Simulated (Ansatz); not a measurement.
# Nb2SnTe3: the cost of one run

Program: Ansatz 0.2.0. Level of theory: DFT PBE, scalar-relativistic, plane waves, PAW. These are calculated values, not measurements.

## (1) The starting structure

Symmetry: R-3m, No. 166, trigonal system. The conventional cell has a = 6.414 Å, b = 6.414 Å, c = 15.222 Å, α = 90.00°, β = 90.00°, γ = 120.00°. Nb (site symmetry 3m) is surrounded by 9 Te at 3.66 to 3.73 Å and 3 Sn at 3.76 Å and 4 Nb at 3.83 to 3.91 Å. Around Sn (site symmetry -3m) lie 6 Te at 3.14 Å. Te (site symmetry 2/m) is surrounded by 2 Sn at 3.14 Å and 4 Te at 3.21 Å and 6 Nb at 3.66 to 3.73 Å.

As a file:

```cif
data_structure
_symmetry_space_group_name_H-M 'R-3m:H'
_symmetry_Int_Tables_number 166
_cell_length_a 6.4140
_cell_length_b 6.4140
_cell_length_c 15.2218
_cell_angle_alpha 90.000
_cell_angle_beta 90.000
_cell_angle_gamma 120.000
_cell_volume 542.31
loop_
_atom_site_label
_atom_site_type_symbol
_atom_site_symmetry_multiplicity
_atom_site_Wyckoff_symbol
_atom_site_fract_x
_atom_site_fract_y
_atom_site_fract_z
_atom_site_occupancy
Nb1 Nb 6 c 0.33333 0.66667 0.29236 1
Sn1 Sn 3 a 0.00000 0.00000 0.00000 1
Te1 Te 9 d 0.83333 0.16667 0.16667 1
```

A structure generator made this guess: species swapped into a database cell of Y2Al3Fe (R-3m, No. 166), with Nb on the Y sites, Te on the Al sites and Sn on the Fe sites. Its size is a rough estimate.

## (2) The guess as it stands, on a coarse mesh

Input file input.yaml:

```yaml
crystal:
  lattice:
    - [3.20698951, 1.85155626, 5.07391864]
    - [-3.20698951, 1.85155626, 5.07391864]
    - [0.0, -3.70311252, 5.07391864]
  atoms:
    - { symbol: Nb, position: [0.62569058, 0.62569058, 0.62569058] }
    - { symbol: Nb, position: [0.37430942, 0.37430942, 0.37430942] }
    - { symbol: Sn, position: [0.0, 0.0, 0.0] }
    - { symbol: Te, position: [0.0, 0.5, 0.0] }
    - { symbol: Te, position: [0.5, 0.0, 0.0] }
    - { symbol: Te, position: [0.0, 0.0, 0.5] }
basis:
  ecutwfc: 420
kpoints:
  mp_grid: { grid: [3, 3, 3] }
hamiltonian:
  xc: pbe
scf:
  occupations: { method: gaussian, width: 0.1 }
  lower_state_search: "off"
output:
  forces: true
  stress: true
  eigenvalues: true
```

Started as:

```
ansatz run input.yaml --threads 1 --pin off --max-ram 2560MiB --backend cpu --events-out ev --progress --plain --runs-dir out
```

What time and memory should one allow on 1 thread of Arm Neoverse V1, shared host?

About 4.7 s, with a peak of 0.44 GiB.
